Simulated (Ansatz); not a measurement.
**Mercury, diamond under LDA: structure, energy and stiffness**

What does LDA give for mercury in the diamond structure? We relax it, solve it on a dense k-mesh, switch on spin-orbit coupling, then scale the cell to 7 volumes from 88 to 112 % of the relaxed one and try a fit of the equation of state. The k-meshes are 9×9×9 for the relaxation; 14×14×14 for the dense run; 9×9×9 for spin-orbit coupling; 10×10×10 for the volumes.

Program: Ansatz 0.2.0. Level of theory: DFT LDA (PW92), plane waves (420 eV) with PAW, scalar-relativistic; PAW files made under PBE, frozen cores solved again for the functional. These are calculated values, not measurements.

## 1. The starting structure

Symmetry: Fd-3m, No. 227, cubic system. Conventional cell: a = 6.293 Å, b = 6.293 Å, c = 6.293 Å, α = 90.00°, β = 90.00°, γ = 90.00°. Hg (site symmetry -43m) has 4 Hg at 2.72 Å as nearest neighbours.

As a file:

```xyz
2
Lattice="0.0000 3.1464 3.1464 3.1464 0.0000 3.1464 3.1464 3.1464 0.0000" Properties=species:S:1:pos:R:3 pbc="T T T"
Hg    0.7866    0.7866    0.7866
Hg    5.5062    5.5062    5.5062
```

## 2. Geometry optimisation

Input file input.yaml:

```yaml
crystal:
  lattice:
    - [0.0, 3.1463715427, 3.1463715427]
    - [3.1463715427, 0.0, 3.1463715427]
    - [3.1463715427, 3.1463715427, 0.0]
  atoms:
    - { symbol: Hg, position: [0.125, 0.125, 0.125] }
    - { symbol: Hg, position: [0.875, 0.875, 0.875] }
hamiltonian:
  xc: lda
  pseudopotentials:
    kind: paw
    azcp:
      Hg: "pseudopotentials/Hg.paw.azcp"
basis:
  ecutwfc: 420
  fft_grid_basis: typed
kpoints:
  mp_grid: { grid: [9, 9, 9], shift: [0, 0, 0] }
magnetization:
  spin_polarized: false
scf:
  occupations: { method: fermi_dirac, width: 0.1 }
relax:
  max_steps: 60
  f_tol: 0.01
  cell: {}
```

After this run come: The energy on a finer k-mesh; Spin-orbit coupling switched on; Equation of state: 88 %; Equation of state: 92 %; Equation of state: 96 %; Equation of state: 100 %; Equation of state: 104 %; Equation of state: 108 %; Equation of state: 112 %.

Q: Predict the outcome of this session. Wanted: space group; conventional cell; volume; shortest distance; gap on the mesh; relative to alpha-Hg; V₀, B₀, B₀′.

The runs gave:

```
                           quantity                         value
     space group (spins left aside)               Fd-3m (No. 227)
                  conventional cell                   a = 6.447 Å
                             volume                33.495 Å³/atom
                  shortest distance                       2.792 Å
                    gap on the mesh  none (levels filled in part)
relative to alpha-Hg (rhombohedral)                 +274 meV/atom
                        V₀, B₀, B₀′   33.313 Å³/atom, 26 GPa, 7.8
```

**Reading.** From the guessed start the volume grew by 7.5 % in 4 steps. Against the reference form of mercury (alpha-Hg (rhombohedral), computed apart with the same settings) it stands 274 meV/atom higher, so it is far from stable. No gap shows: it is a metal or semimetal at this level. Totals with and without spin-orbit coupling (-39.0 eV/atom apart) can't be read as binding, since the two-component data shift the zero of energy. The fitted modulus is 26 GPa. Relaxation kept the symmetry; phonons were not checked.
